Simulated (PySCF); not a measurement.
# Ga²⁺: changing the method

What do other methods print for Ga²⁺?

Computed with PySCF 2.14.0. Level: each script names its method and basis.

1 further run of the same task is left out (it didn't finish).

**1. The atom**

Ga²⁺: 1 atom, charge 2, spin multiplicity 2.

**2. The run that the others are compared with**

input.py reads:

```python
from pyscf import gto, scf, cc

mol = gto.M(
    atom='Ga 0 0 0',
    basis='cc-pcvdz',
    charge=2,
    spin=1,
    verbose=3,
)
mf = scf.UHF(mol)
mf.kernel()
mycc = cc.CCSD(mf, frozen=9)
mycc.kernel()
e = mycc.ipccsd(nroots=3)[0]
print('roots (eV) =', (e*27.211386).round(3))
mf.dip_moment()
print('orbital energies (hartree):', [e[max(0, n-3):n+3].round(4) for e, n in zip(mf.mo_energy, mol.nelec)])
```

Started as:

```console
OMP_NUM_THREADS=1 python input.py
```

**3. CCSD**

Run 1 changes step after the SCF: eomip → ccsd.

input.py, as its differences from that of step 2:

```diff
@@ -13,4 +13,2 @@
 mycc.kernel()
-e = mycc.ipccsd(nroots=3)[0]
-print('roots (eV) =', (e*27.211386).round(3))
 mf.dip_moment()
```

**4. Scan (UKS)**

Run 2 changes functional: none (Hartree–Fock) → scan; SCF type: UHF → UKS; step after the SCF: eomip → analyze.

input.py reads:

```python
from pyscf import gto, dft

mol = gto.M(
    atom='Ga 0 0 0',
    basis='cc-pcvdz',
    charge=2,
    spin=1,
    verbose=3,
)
mf = dft.UKS(mol, xc='scan')
mf.kernel()
mf.analyze()
print('orbital energies (hartree):', [e[max(0, n-3):n+3].round(4) for e, n in zip(mf.mo_energy, mol.nelec)])
```

**5. SCF alone**

Run 3 changes step after the SCF: eomip → none.

input.py reads:

```python
from pyscf import gto, scf

mol = gto.M(
    atom='Ga 0 0 0',
    basis='cc-pcvdz',
    charge=2,
    spin=1,
    verbose=3,
)
mf = scf.UHF(mol)
mf.kernel()
mf.dip_moment()
print('orbital energies (hartree):', [e[max(0, n-3):n+3].round(4) for e, n in zip(mf.mo_energy, mol.nelec)])
```

**6. RHF**

Run 4 changes SCF type: UHF → RHF.

input.py reads:

```python
from pyscf import gto, scf, cc

mol = gto.M(
    atom='Ga 0 0 0',
    basis='cc-pcvdz',
    charge=2,
    spin=1,
    verbose=3,
)
mf = scf.RHF(mol)
mf.kernel()
mycc = cc.CCSD(mf, frozen=9)
mycc.kernel()
e = mycc.ipccsd(nroots=3)[0]
print('roots (eV) =', (e*27.211386).round(3))
mf.dip_moment()
print('orbital energies (hartree):', mf.mo_energy[..., max(0, mol.nelec[1]-3):mol.nelec[0]+3].round(4))
```

**7. Bhandhlyp (UKS)**

Run 5 changes functional: none (Hartree–Fock) → bhandhlyp; SCF type: UHF → UKS; step after the SCF: eomip → analyze.

input.py reads:

```python
from pyscf import gto, dft

mol = gto.M(
    atom='Ga 0 0 0',
    basis='cc-pcvdz',
    charge=2,
    spin=1,
    verbose=3,
)
mf = dft.UKS(mol, xc='bhandhlyp')
mf.kernel()
mf.analyze()
print('orbital energies (hartree):', [e[max(0, n-3):n+3].round(4) for e, n in zip(mf.mo_energy, mol.nelec)])
```

**8. Polarisability**

Run 6 changes step after the SCF: eomip → polarizability.

input.py reads:

```python
from pyscf import gto, scf
from pyscf.prop.polarizability import uhf as pol

mol = gto.M(
    atom='Ga 0 0 0',
    basis='cc-pcvdz',
    charge=2,
    spin=1,
    verbose=3,
)
mf = scf.UHF(mol)
mf.kernel()
print('polarizability (a.u.)')
print(pol.Polarizability(mf).polarizability().round(4))
mf.dip_moment()
print('orbital energies (hartree):', [e[max(0, n-3):n+3].round(4) for e, n in zip(mf.mo_energy, mol.nelec)])
```

Q: Predict the outcome of this session. Wanted: for each run, E(SCF); from base; gap, α spin; after the SCF.

As calculated:

```csv
run,E(SCF) (hartree),from base (eV),"gap, α spin (eV)",after the SCF
base,-1922.308653,0,15.49,"CCSD correlation -7.994 eV, core frozen, first root 29.71 eV"
CCSD,-1922.308653,0.0000,15.49,"CCSD correlation -7.994 eV, core frozen"
scan (UKS),-1923.973455,not comparable,8.63,n/a
SCF alone,-1922.308653,0.0000,15.49,n/a
RHF,-1922.308373,+0.0076,n/a,"CCSD correlation -8.000 eV, core frozen, first root 29.71 eV"
bhandhlyp (UKS),-1923.805461,not comparable,11.98,n/a
polarisability,-1922.308653,0.0000,15.49,mean α 12.6 bohr³
```

**Reading.** The α-spin gap between the frontier levels is 8.6 eV with scan (0 % exact exchange) and 12.0 eV with bhandhlyp (50 %): exact exchange opens it. Total energies of different functionals can't be compared with each other; differences within one functional can.
